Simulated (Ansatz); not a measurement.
# PbSe3: the cost of one run

Computed with Ansatz 0.2.0 (DFT PBE, scalar-relativistic, plane waves, PAW, unless a step's input says otherwise).

1 further run of the same task is left out (it didn't finish).

### Step 1. The structure to begin with

Symmetry: Pm-3m, No. 221, cubic system. Conventional cell: a = 4.744 Å, b = 4.744 Å, c = 4.744 Å, α = 90.00°, β = 90.00°, γ = 90.00°. Around Pb (site symmetry m-3m) lie 12 Se at 3.35 Å. Around Se (site symmetry 4/mmm) lie 4 Pb at 3.35 Å and 8 Se at 3.35 Å.

As a file:

```
CELL_PARAMETERS angstrom
4.74375 0.00000 0.00000
0.00000 4.74375 0.00000
0.00000 0.00000 4.74375
ATOMIC_POSITIONS crystal
Pb 0.00000 0.00000 0.00000
Se 0.00000 0.50000 0.50000
Se 0.50000 0.00000 0.50000
Se 0.50000 0.50000 0.00000
```

This is candidate A: Cu3Au (L1_2) type (Pm-3m, No. 221).

(A quick probe on a coarse mesh, which set the mesh and smearing, is not shown.)

### Step 3. Relaxing cell and atoms (candidate A)

The input, input.yaml:

```yaml
crystal:
  lattice:
    - [4.743752077, 0.0, 0.0]
    - [0.0, 4.743752077, 0.0]
    - [0.0, 0.0, 4.743752077]
  atoms:
    - { symbol: Pb, position: [0.0, 0.0, 0.0] }
    - { symbol: Se, position: [0.0, 0.5, 0.5] }
    - { symbol: Se, position: [0.5, 0.0, 0.5] }
    - { symbol: Se, position: [0.5, 0.5, 0.0] }
basis:
  ecutwfc: 420
kpoints:
  mp_grid: { grid: [10, 10, 10] }
hamiltonian:
  xc: pbe
scf:
  occupations: { method: gaussian, width: 0.1 }
output:
  forces: true
  stress: true
  eigenvalues: true
relax:
  adjacent_minimum: "off"
  f_tol: 0.01
  max_steps: 80
  cell: { stress_tol: 0.05 }
```

Started as:

```console
ansatz run input.yaml --threads 1 --pin off --max-ram 2560MiB --backend cpu --events-out ev --progress --plain --runs-dir out
```

**Question.** How long does this run take on 1 thread of Arm Neoverse V2, shared host, and how much memory does it need?

About 56 s, with a peak of 0.47 GiB.
